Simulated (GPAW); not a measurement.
A run of GPAW 26.7.0:

The input run.py:

```python
from ase import Atoms
from ase.dft.bandgap import bandgap
from ase.io import write
from ase.units import GPa
from gpaw import GPAW, PW

atoms = Atoms(['Ga', 'Mg', 'Mg', 'Mg', 'O', 'O', 'O', 'O'],
              cell=[[4.363491, 0.0, 0.0],
                    [0.0, 4.363491, 0.0],
                    [0.0, 0.0, 4.363491]],
              scaled_positions=[[0.0, 0.0, 0.0],
                                [0.5, 0.5, 0.0],
                                [0.5, 0.0, 0.5],
                                [0.0, 0.5, 0.5],
                                [0.0, 0.5, 0.0],
                                [0.0, 0.0, 0.5],
                                [0.5, 0.5, 0.5],
                                [0.5, 0.0, 0.0]],
              pbc=True)

calc = GPAW(mode=PW(800),
            xc='PBE',
            kpts={'size': (5, 5, 5), 'gamma': True},
            occupations={'name': 'fermi-dirac', 'width': 0.05},
            nbands=48,
            convergence={'density': 1e-05, 'energy': 1e-05},
            maxiter=150,
            txt='gpaw.txt')
atoms.calc = calc
energy = atoms.get_potential_energy()
forces = atoms.get_forces()
stress = atoms.get_stress()
calc.write('gs.gpw')
write('result.traj', atoms)
print(f'Energy: {energy:.6f} eV')
print('Forces (eV/A):')
print(forces.round(4))
print('Stress (GPa):', (stress / GPa).round(3))
print('Fermi level:', round(calc.get_fermi_level(), 4), 'eV')
print(f'Gap: {bandgap(calc)[0]:.4f} eV, direct: {bandgap(calc, direct=True)[0]:.4f} eV')

path = atoms.cell.bandpath('GXMGRX,MR', npoints=60, eps=1e-4)
bs_calc = calc.fixed_density(kpts=path, symmetry='off', nbands=69,
                             convergence={'bands': 'CBM+6.0', 'eigenstates': 1e-6}, txt='bands.txt')
bs = bs_calc.band_structure()
bs.write('bs.json')
print(f'Gap on the path: {bandgap(bs_calc)[0]:.4f} eV')
```

Potentials or basis: GPAW PAW data sets (gpaw-data 1.2.1), pw.

Launch:

```console
$ OMP_NUM_THREADS=1 python run.py
```

Hardware: 1 thread of Arm Neoverse V2, on a shared host.

Q: Estimate the wall time of this run.

A: Wall time 3.5 min on 1 thread of Arm Neoverse V2 (shared host), peak memory 0.65 GiB. Counts: scf iterations 16, plane waves 4337, bands 48, k points 10.
